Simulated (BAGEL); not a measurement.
# BP2H5O (SMILES OB(P)P) at HF/3-21G (density fitting with qzvpp-jkfit)

What is the electronic atomisation energy of BP2H5O at HF/3-21G (density fitting with qzvpp-jkfit)? 

The calculation is run with BAGEL 1.2.2.

17 further runs of the same task are left out: 4 that didn't finish, 13 set aside as unsound or not needed.

### 1 The system as given

BP2H5O: 9 atoms, total charge 0, spin state singlet. As SMILES, `OB(P)P`. The coordinates come from a GFN2-xTB relaxation. This is one conformer, not always the lowest.

Bond lengths: O1–B2 1.329 Å, B2–P3 1.915 Å, B2–P4 1.929 Å, O1–H5 0.960 Å, P3–H6 1.379 Å, P3–H7 1.382 Å, P4–H8 1.384 Å, P4–H9 1.380 Å. Angles: O1–B2–P3 114.8°, O1–B2–P4 122.3°, P3–B2–P4 122.2°, B2–O1–H5 120.6°, B2–P3–H6 96.2°, B2–P3–H7 97.7°, B2–P4–H8 96.2°, B2–P4–H9 97.8°, H6–P3–H7 94.2°, H8–P4–H9 93.6°.

### 2 A single-point energy at HF/3-21G (density fitting with qzvpp-jkfit)

hf.json reads:

```json
{ "bagel" : [

{
  "title" : "molecule",
  "basis" : "3-21g",
  "df_basis" : "qzvpp-jkfit",
  "angstrom" : true,
  "geometry" : [
    { "atom" : "O", "xyz" : [      -0.539270,       1.137550,      -1.099550 ] },
    { "atom" : "B", "xyz" : [      -0.119010,       0.079930,      -0.412410 ] },
    { "atom" : "P", "xyz" : [       1.748660,      -0.303270,      -0.591160 ] },
    { "atom" : "P", "xyz" : [      -1.339000,      -1.133200,       0.458870 ] },
    { "atom" : "H", "xyz" : [      -1.475300,       1.342520,      -1.158290 ] },
    { "atom" : "H", "xyz" : [       2.164230,       1.009620,      -0.665680 ] },
    { "atom" : "H", "xyz" : [       2.042660,      -0.425790,       0.753850 ] },
    { "atom" : "H", "xyz" : [      -1.977010,      -0.176360,       1.229080 ] },
    { "atom" : "H", "xyz" : [      -0.505950,      -1.531000,       1.485270 ] }
  ]
},

{ "title" : "hf" },

{ "title" : "print", "file" : "orbitals.molden", "orbitals" : true }

]}
```

Started as:

```
$ BAGEL_NUM_THREADS=1 BAGEL hf.json > hf.out
```

Log:

```text
* using 1 threads per process

  ===============================================================
  ===============================================================

  *** Geometry ***

  { "atom" : "O", "xyz" : [     -1.019073,      2.149658,     -2.077848 ] },
  { "atom" : "B", "xyz" : [     -0.224896,      0.151046,     -0.779342 ] },
  { "atom" : "P", "xyz" : [      3.304488,     -0.573097,     -1.117130 ] },
  { "atom" : "P", "xyz" : [     -2.530343,     -2.141438,      0.867139 ] },
  { "atom" : "H", "xyz" : [     -2.787913,      2.536995,     -2.188851 ] },
  { "atom" : "H", "xyz" : [      4.089802,      1.907905,     -1.257953 ] },
  { "atom" : "H", "xyz" : [      3.860068,     -0.804626,      1.424570 ] },
  { "atom" : "H", "xyz" : [     -3.736007,     -0.333272,      2.322625 ] },
  { "atom" : "H", "xyz" : [     -0.956107,     -2.893171,      2.806754 ] },

  Number of auxiliary basis functions:      498

  Since a DF basis is specified, we compute 2- and 3-index integrals:
    o Being stored without compression. Storage requirement is 0.012 GB

  Number of basis functions:       54
  Number of electrons      :       48

    * METHOD: MOLECULE                             0.18

  *** RHF ***

  === Nuclear Repulsion ===
   191.0316358074

      * DIIS with orbital gradients will be used.

  === RHF iteration (3-21g) ===
      0       -779.78904306          0.02102430           0.03
      1       -779.87599700          0.01214901           0.03
      2       -779.90265517          0.00158618           0.03
      3       -779.90396137          0.00027533           0.03
      4       -779.90403165          0.00008663           0.03
      5       -779.90403908          0.00001932           0.03
      6       -779.90403935          0.00000533           0.03
      7       -779.90403937          0.00000186           0.03
      8       -779.90403938          0.00000057           0.03
      9       -779.90403938          0.00000018           0.03
     10       -779.90403938          0.00000007           0.03
     11       -779.90403938          0.00000002           0.03
     12       -779.90403938          0.00000001           0.03
    * SCF iteration converged.

    * Permanent dipole moment:
           (    0.659236,    -0.786005,    -0.537466) a.u.

    * METHOD: HF                                   0.52

    * METHOD: PRINT                                0.01

  ===============================================================
```

Wall time 0.84 s (1 thread of Arm Neoverse V1, shared host).

### 3 The B atom at the same level

hf.json reads:

```json
{ "bagel": [

{
  "title": "molecule",
  "basis": "3-21g",
  "df_basis": "qzvpp-jkfit",
  "angstrom": true,
  "geometry": [
    { "atom": "B", "xyz": [       0.000000,       0.000000,       0.000000 ] }
  ]
},

{ "title": "uhf", "nopen": 1 },

{ "title": "print", "file": "orbitals.molden", "orbitals": true }

]}
```

Run the same way, it converges to -24.38978 Eh (log not shown).

### 4 The H atom

calc.json reads:

```json
{ "bagel": [

{
  "title": "molecule",
  "basis": "3-21g",
  "df_basis": "qzvpp-jkfit",
  "angstrom": true,
  "geometry": [
    { "atom": "H", "xyz": [    0.000000,    0.000000,    0.000000 ] }
  ]
},
{ "title": "uhf", "nopen": 1 },
{ "title": "print", "file": "orbitals.molden", "orbitals": true }

]}
```

Run the same way, it converges to -0.49620 Eh (log not shown).

### 5 The O atom

input.json reads:

```json
{ "bagel": [

{
  "title": "molecule",
  "basis": "3-21g",
  "df_basis": "qzvpp-jkfit",
  "angstrom": "true",
  "geometry": [
    { "atom": "O", "xyz": [       0.000000,       0.000000,       0.000000 ] }
  ]
},

{
  "title": "uhf",
  "nopen": 2
},

{
  "title": "print",
  "file": "orbitals.molden",
  "orbitals": "true"
}

]}
```

Run the same way, it converges to -74.39351 Eh (log not shown).

### 6 The P atom, same level

input.json reads:

```json
{ "bagel" : [

{
  "title" : "molecule",
  "basis" : "3-21g",
  "df_basis" : "qzvpp-jkfit",
  "angstrom" : true,
  "geometry" : [
    { "atom" : "P", "xyz" : [    0.000000,    0.000000,    0.000000 ] }
  ]
},
{
  "title" : "uhf",
  "nopen" : 3
},
{
  "title" : "print",
  "file" : "orbitals.molden",
  "orbitals" : true
}

]}
```

Run the same way, it converges to -339.00010 Eh (log not shown).

### 7 What came out

Level: HF/3-21G (density fitting with qzvpp-jkfit).

```
                     quantity          value
       molecule: total energy  -779.90404 Eh
      molecule: dipole moment         2.94 D
        molecule: HOMO energy       -9.44 eV
        molecule: LUMO energy        3.28 eV
      molecule: HOMO–LUMO gap       12.72 eV
         B atom: total energy   -24.38978 Eh
        B atom: dipole moment         0.00 D
                 B atom: ⟨S²⟩          0.750
         H atom: total energy    -0.49620 Eh
        H atom: dipole moment         0.00 D
                 H atom: ⟨S²⟩          0.750
         O atom: total energy   -74.39351 Eh
        O atom: dipole moment         0.00 D
                 O atom: ⟨S²⟩          2.001
         P atom: total energy  -339.00010 Eh
        P atom: dipole moment         0.00 D
                 P atom: ⟨S²⟩          3.750
electronic atomisation energy      17.403 eV
```

Taking the molecule apart into free atoms costs 17.40 eV (401 kcal/mol), before zero-point energy and without spin-orbit coupling. Hartree–Fock lacks the correlation of the bonding pairs, which as a rule makes this value much too low; in minimal bases other errors can mask that. The basis has no polarisation functions, which makes bonds too weak.
